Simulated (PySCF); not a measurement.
The system is OBSiClH4, in a box.

```
O B Si Cl H
1.0
    12.00000    0.00000    0.00000
     0.00000   13.00000    0.00000
     0.00000    0.00000   14.00000
O B Si Cl H
1 1 1 1 4
Direct
  0.42205 0.61555 0.44045
  0.44916 0.51589 0.45030
  0.48286 0.45347 0.57947
  0.45574 0.43650 0.34699
  0.40796 0.63601 0.37533
  0.47306 0.53005 0.65787
  0.59799 0.41093 0.57881
  0.40418 0.36722 0.59780
```

Base run:

* Program: PySCF 2.14.0
* Functional: BHandHLYP
* Potentials or basis: 6-31g* (all-electron)
* k mesh: 1 × 1 × 1
* Occupations: fixed
* Spin: no spin polarisation

Its results: gap between the frontier levels 9.83 eV.

Problem. The run is repeated on the same cell with these changes: functional from BHandHLYP to wB97X. What comes out?

Solution. Gap between the frontier levels 12.22 eV.

Caveats: this is a molecule in a periodic box at the Γ point, so its band gap is the HOMO-LUMO gap; the basis of atomic orbitals isn't converged, which shifts pressures, moduli and gaps.

A k mesh can miss the band edges.

Not every run made on this cell is shown here.
